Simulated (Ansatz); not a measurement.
## NiPt3, space group Pm-3m: a fixed-spin-moment curve, step by step

Computed with Ansatz 0.2.0, Python API.

At the Python prompt:
```pycon
>>> from dataclasses import dataclass
>>> import ansatz as az
>>> from ase import Atoms
>>> @dataclass(frozen=True)
... class RunConfig:
...     xc: str = "pbesol"
...     smearing: str = "fermi_dirac"
...     max_iterations: int = 55
...
>>> settings = RunConfig()
>>> atoms = Atoms(
...     ["Ni", "Pt", "Pt", "Pt"],
...     scaled_positions=[
...         (0.0, 0.0, 0.0),
...         (0.0, 0.5, 0.5),
...         (0.5, 0.0, 0.5),
...         (0.5, 0.5, 0.0),
...     ],
...     cell=[
...         (3.85504, 0.0, 0.0),
...         (0.0, 3.85504, 0.0),
...         (0.0, 0.0, 3.85504),
...     ],
...     pbc=True,
... )
>>> system = az.Crystal.from_ase(atoms)
>>> base = (
...     system.calculation()
...     .functional(settings.xc)
...     .pseudopotentials("paw")
...     .basis(16 * az.Ha)
...     .kpoints(6, center="gamma")
...     .occupations(settings.smearing, width=150 * az.meV)
...     .scf(max_iterations=settings.max_iterations)
... )
>>> rows = []
>>> for total in [0.0, 0.4, 0.7, 1.1, 1.4, 1.8]:
...     summary = base.spin("collinear", total=total, lock="hard").run(threads=1, pin="off").report
...     up, down = summary["spin_fermi_energies_ev"]
...     rows.append((total, summary["free_energy_ev"], up - down, summary["absolute_magnetization_mub"]))
...
RunWarning: this spin-polarised run has no starting moment large enough to seed its density, and nothing else in its deck makes the two spin channels differ, so an SCF from that start keeps the magnetisation at zero until it first converges, unless a state found ahead of a linear-response series gives it moments (lr_reference_state). Behind a single point's SCF or a chain's scf step, and behind [...]
>>> reference = rows[0][1]
>>> rows = [(m, 1000 * (e - reference), split, size) for m, e, split, size in rows]
>>> lines = [",".join(["total muB", "F - F(0) meV", "EF up - down eV", "absolute muB"])] + [",".join(f"{v:.4f}" if isinstance(v, float) else str(v) for v in row) for row in rows]
>>> print("\n".join(lines))
total muB,F - F(0) meV,EF up - down eV,absolute muB
0.0000,0.0000,0.0000,0.0000
0.4000,-1.5139,-0.0116,0.4330
0.7000,-2.5992,0.0009,0.7491
1.1000,1.9946,0.0507,1.1591
1.4000,13.6390,0.1067,1.4616
1.8000,43.9607,0.1997,1.8618
>>> with open("fsm.csv", "w") as handle:
...     handle.write("\n".join(lines) + "\n")
...
225
>>> best = min(rows, key=lambda row: row[1])
>>> print(f"lowest at {best[0]} muB per cell, {best[1]:.1f} meV against the first point")
lowest at 0.7 muB per cell, -2.6 meV against the first point
```

The lowest point lies at 0.7 μB a cell, 2.6 meV below the point at 0 μB; at 1.8 μB the energy is 47 meV above the lowest.

The mesh is modest for a metal, so energies can be off by several to tens of meV an atom and pressures by half a GPa or more; differences at equal mesh fare better. A Fermi-Dirac width this large means warm electrons, whose thermal share enters the free energy. Spin-orbit coupling, which matters for elements this heavy, is left out. The structure comes from a database of computed cells and needn't be a stable or known phase. Warnings are shown shortened and without file and line. Only points where the Fermi levels of the two spins meet (minima, maxima and zero moment) are free solutions; a shallow minimum can lie between the points. It ran for 68 s on 1 thread of Arm Neoverse V1 (shared host), peak memory 0.47 GiB.
